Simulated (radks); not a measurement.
# Yb²⁺ in [Xe] 4f14: an all-electron calculation

Wanted: eigenvalues, radial structure and energy terms of the ytterbium ion Yb2+.

Program: radks (a radial shooting solver on a logarithmic mesh, Libxc functionals) version 1. Level of theory: Dirac Kohn-Sham, LDA (Slater exchange, Perdew-Wang correlation), spin-unpolarised, spherical densities, point nucleus. These are calculated values, not measurements, unless marked.

### Step 1. Starting point

| Property | Result |
| --- | --- |
| element | ytterbium (Z = 70) |
| charge | +2 |
| electrons | 68 |
| configuration | [Xe] 4f14 |

The outer shells:

Yb²⁺
```
[Xe] core
4f [↑↓][↑↓][↑↓][↑↓][↑↓][↑↓][↑↓]
```

### Step 2. The calculation

Input:

```text
Z 70
configuration [Xe] 4f14
relativity Dirac
functional lda,pw
spin unpolarised
j_filling average
nucleus point
c 137.035999084
```

**Question.** What will this run give?

The runs gave:

```
                        quantity                   value
                    total energy     -14066.5985 hartree
exchange-correlation share of it                  2.03 %
                            −T/E                  1.1109
          highest occupied level       4f7/2, -17.357 eV
    most extended occupied level  5p3/2, <r> = 1.48 bohr
 radius at density 0.001 e/bohr³               3.30 bohr
    maxima of the radial density                       4
         ionisation energy, NIST    25.05 (semi-emp.) eV
```

5 principal shells are occupied and 4 maxima appear in the radial density; where shells overlap, one shows as a shoulder or not at all. Relativity lifts −T/E to 1.111. The top level binds by 17.357 eV, 69 % of the NIST ionisation energy of 25.05 eV; the potential of a semilocal functional falls off too fast, so its top eigenvalue is too shallow. 
